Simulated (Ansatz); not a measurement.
# ZrH₂ (quintet): wave-function methods side by side at angle H2–Zr1–H3 = 138.4°, def2-SVP

How much of the correlation energy of ZrH₂ (quintet) does each wave-function method recover here?

Method: def2-SVP, core rule «outside noble gas», up to 4 orbitals frozen; program: Ansatz 0.2.0, Gaussian basis.

To be run: UHF; CCSD(T) on ROHF; CCSD(T) on UHF; CISD; CCSDT(Q) on ROHF; CCSDT(Q) on UHF; CASSCF and MRCISD+Q, 6 electrons in 6 orbitals; CASSCF and NEVPT2, 6 electrons in 6 orbitals; Full CI.

25 further runs of the same task are left out: 18 for a known fault of the program, 7 that didn't finish.

## Step 1: What is computed

The geometry derives from a PBE0/def2-TZVP stationary point (not a proven minimum). One angle is set to the value named; bond lengths are kept. No spin-orbit coupling is included. Elements past krypton take def2 core potentials.

3 atoms, charge 0, spin multiplicity 5.

Atoms are counted from 1 here; the program's logs count them from 0.

Bond lengths: Zr1–H2 1.969 Å, Zr1–H3 1.969 Å. Angles: H2–Zr1–H3 138.4°.

## Step 2: UHF

File in.yaml:

```yaml
crystal:
  periodic: [false, false, false]
  atoms:
    - {symbol: Zr, position_ang: [-0.015116, 0.000000, 0.000000]}
    - {symbol: H, position_ang: [0.684019, 0.000000, -1.840485]}
    - {symbol: H, position_ang: [0.684019, 0.000000, 1.840485]}
basis:
  gaussian: {orbitals: def2-SVP}
magnetization: {spin_polarized: true, initial_magnetization: 4}
hamiltonian: {xc: hf}
output: {orbitals: {seedname: orbitals}}
```

Run with:

```sh
ansatz run in.yaml --threads 1 --pin off --events-out ev --progress --plain --max-ram 2393MiB
```

After this run come: CCSD(T) on ROHF; CCSD(T) on UHF; CISD; CCSDT(Q) on ROHF; CCSDT(Q) on UHF; CASSCF and MRCISD+Q, 6 electrons in 6 orbitals; CASSCF and NEVPT2, 6 electrons in 6 orbitals; Full CI.

**Question.** What will the summary of the whole plan be? Wanted: FCI below the RHF energy; RMP2 from FCI; UMP2 from FCI; RCCSD from FCI; RCCSD(T) from FCI; UCCSD(T) from FCI; RCCSDT(Q) from FCI; UCCSDT(Q) from FCI; NEVPT2 pair from FCI.

**Answer**, as computed:

| quantity | value |
| --- | --- |
| FCI below the RHF energy | -2.0405 eV |
| RMP2 from FCI | +707.2 meV |
| UMP2 from FCI | +689.7 meV |
| RCCSD from FCI | +133.5 meV |
| RCCSD(T) from FCI | +41.7 meV |
| UCCSD(T) from FCI | -30.8 meV |
| RCCSDT(Q) from FCI | -2.0 meV |
| UCCSDT(Q) from FCI | -72.1 meV |
| NEVPT2 pair from FCI | +744.1 meV |
| MRCISD+Q pair from FCI | +241.4 meV |
| levels within 1 kcal/mol (43 meV) | RCCSD(T), UCCSD(T), RCCSDT, RCCSDT(Q) |
| T1 diagnostic | 0.038 |
| effectively unpaired electrons | 4.07 |

RCCSD(T) lands +41.7 meV from the yardstick (2.0 % of the correlation energy). CCSD(T) misses by +41.7 meV on the restricted determinant and by -30.8 meV on the unrestricted one; the two need not hold the same state or core. UCCSD(T), UCCSDT, UCCSDT(Q) fall below full CI: unrestricted runs freeze a spin-polarised core, another one than full CI's, and coupled cluster isn't variational. One determinant dominates. Of the multireference levels listed MRCISD+Q pair comes nearest in total energy (+241.4 meV), which doesn't show that its space is the better one. Coupled cluster took another determinant than the lowest Hartree-Fock one. These misses are within one basis, not against nature; the frozen cores of restricted and unrestricted runs differ, which can shift their rows.
